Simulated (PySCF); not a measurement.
NCBF2, in a box:

```xyz
5
Lattice="12.0000 0.0000 0.0000 0.0000 13.0000 0.0000 0.0000 0.0000 11.0000" Properties=species:S:1:pos:R:3 pbc="T T T"
N     4.9298    8.0548    6.4055
C     5.3255    7.0699    5.9637
B     5.8570    5.7477    5.3707
F     7.0961    5.3923    5.5783
F     5.0663    4.9872    4.6625
```

Base run:

| Item | Value |
| --- | --- |
| Program | PySCF 2.14.0 |
| Functional | B3LYP |
| Potentials or basis | pob-tzvp-rev2 (all-electron) |
| k mesh | 1 × 1 × 1 |
| Occupations | fixed |
| Spin | no spin polarisation |

Its results: gap between the frontier levels 8.00 eV.

Task: The run is repeated on the same cell with these changes: functional from B3LYP to PBE. What comes out?

Result: Gap between the frontier levels 5.92 eV.

B3LYP gives the wider gap, since exact exchange removes part of the self-interaction.

Caveats: this is a molecule in a periodic box at the Γ point, so its band gap is the HOMO-LUMO gap; the basis of atomic orbitals isn't converged, which shifts pressures, moduli and gaps.

